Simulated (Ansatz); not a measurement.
**Mo2: small, medium and large basis sets**

How large a basis does Mo2 need? Two functionals are run in growing sets.

Program: Ansatz 0.2.0, Gaussian basis. Level of theory: one geometry, several basis sets. These are calculated values, not measurements.

Plan: PBE0-D4/def2-SVP; ωB97M-V/def2-SVP; PBE0-D4/def2-QZVPP; ωB97M-V/def2-QZVPP; the functionals' def2-TZVPP values are taken from earlier runs.

**1. Structure used throughout**

An earlier PBE0-D4 in a triple-zeta def2 set relaxation fixed the geometry. Mo takes the def2 core potential; no spin-orbit term is included.

SMILES `[Mo]#[Mo]`, 2 atoms, charge 0, spin multiplicity 1.

Atoms are counted from 1 here; the program's logs count them from 0.

Bond lengths: Mo1–Mo2 1.887 Å.

**2. PBE0-D4 in def2-SVP**

The input, in.yaml:

```yaml
crystal:
  periodic: [false, false, false]
  atoms:
    - {symbol: Mo, position_ang: [0.804651, -0.270554, 0.411918]}
    - {symbol: Mo, position_ang: [-0.804651, 0.270554, -0.411918]}
basis:
  gaussian: {orbitals: def2-SVP}
hamiltonian: {xc: pbe0, dispersion: d4}
output: {orbitals: {seedname: orbitals}}
```

Launch:

```
$ ansatz run in.yaml --threads 2 --pin off --events-out ev --progress --plain --max-ram 32768MiB --backend cpu
```

Further steps of the session: ωB97M-V in def2-SVP; PBE0-D4 in def2-QZVPP; ωB97M-V in def2-QZVPP.

**Question.** What will the summary of the whole plan be? Wanted: PBE0-D4: double and triple zeta above quadruple; ωB97M-V: double and triple zeta above quadruple.

**Answer**, as computed:

| quantity | value |
| --- | --- |
| PBE0-D4: double and triple zeta above quadruple | 1.54, 0.13 eV |
| ωB97M-V: double and triple zeta above quadruple | 1.57, 0.13 eV |

**Reading.** For PBE0-D4 the step from double to triple zeta gains 1.41 eV and the next only 0.13 eV. Total energies overstate the basis error of differences, where much of it tends to cancel.
